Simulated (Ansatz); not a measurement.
## Ge, space group I4_1/amd: cell relaxations under several functionals, step by step

With the Ansatz DFT code, driven from Python.

The cells in order, each with its output:

In [1]:
```python
import ansatz as az
import numpy as np

def edges_and_angles(cell):
    cell = np.asarray(cell)
    a, b, c = np.linalg.norm(cell, axis=1)
    cosines = cell[1] @ cell[2] / (b * c), cell[0] @ cell[2] / (a * c), cell[0] @ cell[1] / (a * b)
    return (a, b, c, *np.degrees(np.arccos(cosines)))

lattice = az.Lattice.of(
    (-2.57449, 2.57449, 1.397413),
    (2.57449, -2.57449, 1.397413),
    (2.57449, 2.57449, -1.397413),
)
sites = [
    ("Ge", (0.25, 0.75, 0.5)),
    ("Ge", (0.5, 0.5, 0.0)),
]
system = az.Crystal(lattice=lattice)
for symbol, position in sites:
    system = system.atom(symbol, position)

len(system.resolved().sites)
```
Out [1]:
```text
2
```

In [2]:
```python
setup = (
    system.calculation()
    .basis(600)
    .kpoints(12, 12, 12)
    .occupations("cold", width=0.1)
    .relax(cell=True, force_tolerance=0.01)
)
```

In [3]:
```python
levels = [("pbesol", "none"), ("blyp", "d3bj"), ("lda", "none")]
print("level            a       b       c    alpha   beta  gamma  V/atom  steps")
for name, dispersion in levels:
    seen = []
    run = setup.functional(name, dispersion=dispersion).session().plan()
    out = run.execute(on_event=lambda e: seen.append(e) if e["event"] == "relax_step" else None)
    cell = out.lattice.cell_ang
    label = name if dispersion == "none" else f"{name}+{dispersion}"
    print("{:13s} {:7.4f} {:7.4f} {:7.4f} {:6.2f} {:6.2f} {:6.2f}".format(label, *edges_and_angles(cell)), f"{abs(np.linalg.det(cell)) / len(out.lattice.sites):7.3f} {len(seen):5d}")
```
```text
level            a       b       c    alpha   beta  gamma  V/atom  steps
pbesol         3.8804  3.8804  3.8804  97.49  97.49 137.68  18.344     5
blyp+d3bj      3.9319  3.9319  3.9319  97.60  97.60 137.36  19.180     6
lda            3.8494  3.8494  3.8494  97.49  97.49 137.68  17.908     5
```

From smallest to largest: LDA (17.91 Å³ an atom, -3.3 % against the start), PBEsol (18.34 Å³ an atom, -1.0 % against the start) and BLYP+D3BJ (19.18 Å³ an atom, +3.5 % against the start). The spread is 7.1 % in volume.

Notes:
- Forces vanish by symmetry, so the ions can't move, and the end may be a saddle.
- BLYP and dispersion corrections can be off by several per cent in the lattices of metals, and by several GPa in the pressure at a fixed cell.
- Edges and angles are those of the cell as typed, here a primitive one, not of the conventional cell.
- This isn't the structure that Ge takes at ambient conditions.
- Run time: 110 s on 1 thread of Arm Neoverse V1 (shared host), peak memory 0.56 GiB.
